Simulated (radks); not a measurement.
**V inside a hard spherical wall**

What does compression do to the levels of V? A hard sphere of shrinking radius stands in for pressure; the configuration is held at [Ar] 3d3 4s2.

Method: non-relativistic Kohn-Sham, PBEsol, spin-unpolarised, spherical densities, point nucleus. Code: radks (a radial shooting solver on a logarithmic mesh, Libxc functionals) version 1.

## Step 1: The atom as given

- element: vanadium (Z = 23)
- charge: 0
- electrons: 23
- configuration: [Ar] 3d3 4s2

Outer shells as boxes (Hund's rule):

V
```
[Ar] core
3d [↑ ][↑ ][↑ ][  ][  ]
4s [↑↓]
```

## Step 2: The free atom

The run's settings:

```text
Z 23
configuration [Ar] 3d3 4s2 4p0 5s0 4d0
relativity non-relativistic
functional pbe_sol,pbe_sol
spin unpolarised
nucleus point
```

## Step 3: Wall at 20 bohr

Settings, as their differences from step 2:

```diff
@@ -6 +6,2 @@
 nucleus point
+wall 20 bohr
```

## Step 4: Wall at 12 bohr

Settings, as their differences from step 3:

```diff
@@ -6,2 +6,2 @@
 nucleus point
-wall 20 bohr
+wall 12 bohr
```

## Step 5: Wall at 10 bohr

Settings, as their differences from step 4:

```diff
@@ -6,2 +6,2 @@
 nucleus point
-wall 12 bohr
+wall 10 bohr
```

## Step 6: Wall at 8 bohr

Settings, as their differences from step 5:

```diff
@@ -6,2 +6,2 @@
 nucleus point
-wall 10 bohr
+wall 8 bohr
```

## Step 7: Wall at 7 bohr

Settings, as their differences from step 6:

```diff
@@ -6,2 +6,2 @@
 nucleus point
-wall 8 bohr
+wall 7 bohr
```

## Step 8: Wall at 4 bohr

Settings, as their differences from step 7:

```diff
@@ -6,2 +6,2 @@
 nucleus point
-wall 7 bohr
+wall 4 bohr
```

## Step 9: Wall at 3 bohr

Settings, as their differences from step 8:

```diff
@@ -6,2 +6,2 @@
 nucleus point
-wall 4 bohr
+wall 3 bohr
```

## Step 10: Wall at 1.5 bohr

Settings, as their differences from step 9:

```diff
@@ -6,2 +6,2 @@
 nucleus point
-wall 3 bohr
+wall 1.5 bohr
```

Before running it: what results should come out? Wanted: for each run, R; E − E(free); ε(4s); ε(4p, empty); ε(5s, empty); ε(4d, empty); pressure.

The runs gave:

```tsv
R (bohr)	E − E(free) (eV)	ε(4s) (eV)	ε(4p, empty) (eV)	ε(5s, empty) (eV)	ε(4d, empty) (eV)	pressure (GPa)
free	0.000	-4.661	-1.443	-	-	0
20	0.000	-4.661	-1.443	-	-	< 0.0001
12	0.002	-4.654	-1.409	0.930	1.619	0.00128
10	0.018	-4.618	-1.302	1.986	2.345	0.0172
8	0.162	-4.398	-0.860	4.686	3.924	0.237
7	0.479	-4.035	-0.242	7.587	5.498	0.908
4	13.605	4.613	11.434	46.887	24.809	89.1
3	50.908	23.591	33.988	109.34	52.919	710
1.5	881.95	301.32	313.13	732.49	309.79	85195
```

**Reading.** At the tightest wall, 1.5 bohr, the energy stands 881.95 eV above the free atom and the pressure, −dE/dV, is 85195 GPa. Of the levels in the table that exist at both ends, 4p (empty) rises most from the free atom (314.58 eV). From R = 4 bohr inwards the highest occupied level lies above zero, pushed up by confinement. Shells are not refilled when levels cross, and a hard wall is a model, not a crystal.
